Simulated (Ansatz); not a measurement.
This script makes a convergence test of the k-point mesh of Yb, space group P6_3/mmc with Ansatz 0.2.0 through its Python package.

Script `yb.py`:
```python
"""k-point test for Yb."""

import csv

import ansatz as az
from ase import Atoms

params = {
    "tolerance": 1e-09,
}


def main() -> None:
    atoms = Atoms(
        ["Yb", "Yb"],
        scaled_positions=[
            (1 / 3, 2 / 3, 0.25),
            (2 / 3, 1 / 3, 0.75),
        ],
        cell=[
            (3.8799, 0.0, 0.0),
            (-1.93995, 3.360092, 0.0),
            (0.0, 0.0, 6.3859),
        ],
        pbc=True,
    )
    crystal = az.Crystal.from_ase(atoms)

    job = crystal.calculation()
    job = job.functional(az.Functional.R2SCAN)
    job = job.pseudopotentials("paw")
    job = job.occupations(az.OccupationsMethod.FERMI_DIRAC)
    job = job.scf(tolerance=params["tolerance"])

    rows = []
    for value in [(2, 2, 1), (3, 3, 2), (4, 4, 2), (5, 5, 3), (7, 7, 4), (8, 8, 5)]:
        r = job.kpoints(*value).run(threads=1, backend="cpu").report
        rows.append((value, r["free_energy_ev"] / len(r["lattice"]["sites"]), r["n_iterations"], r["n_kpoints"]))

    with open("kconv.csv", "w", newline="") as handle:
        writer = csv.writer(handle)
        writer.writerow(["mesh", "F/atom (eV)", "iterations", "k-points"])
        writer.writerows([round(v, 5) if isinstance(v, float) else v for v in row] for row in rows)

    # the last row is the reference
    for row in rows[:-1]:
        shift = 1000 * (row[1] - rows[-1][1])
        print(f"{row[0]}: {shift:+.2f} meV/atom" + ("  (within 2 meV)" if abs(shift) < 2 else ""))


if __name__ == "__main__":
    main()
```

How fast does the energy converge with the mesh (threshold 2 meV an atom)?

From 7×7×4 on it stays within 2 meV an atom of the value at 8×8×5; the first row (2×2×1) is off by 98.2 meV and the last but one by 1.50 meV. This holds for F at a smearing of 0.1 eV; a narrower one needs a denser mesh. It goes up and down, since the sum over k-points isn't variational. The last run costs about 5.4 times the first.

What the script printed:

```console
$ python yb.py
DeckWarning: basis.ecutwfc = 500 eV, auto-derived from the records' recommended cutoffs: set by Yb (their level for a meta-GGA)
(2, 2, 1): +98.22 meV/atom
(3, 3, 2): +135.90 meV/atom
(4, 4, 2): -5.82 meV/atom
(5, 5, 3): -2.42 meV/atom
(7, 7, 4): +1.50 meV/atom  (within 2 meV)
```
(Warnings from the package without file and line.)

It writes `kconv.csv`:
```csv
mesh,F/atom (eV),iterations,k-points
"(2, 2, 1)",-13805.71352,19,2
"(3, 3, 2)",-13805.67584,20,6
"(4, 4, 2)",-13805.81756,19,8
"(5, 5, 3)",-13805.81416,19,10
"(7, 7, 4)",-13805.81024,18,24
"(8, 8, 5)",-13805.81174,19,30
```

Caveats:
- Semilocal functionals put the nearly full 4f shell of Yb too close to the Fermi level.
- This isn't the structure that Yb takes at ambient conditions.
- Shifts are counted from the finest mesh, which is itself no proven limit.
- Finished in 61 s on 1 thread of Arm Neoverse V2 (shared host), peak memory 0.58 GiB.

(Lines on the test bed's own set-up are left out of the output.)
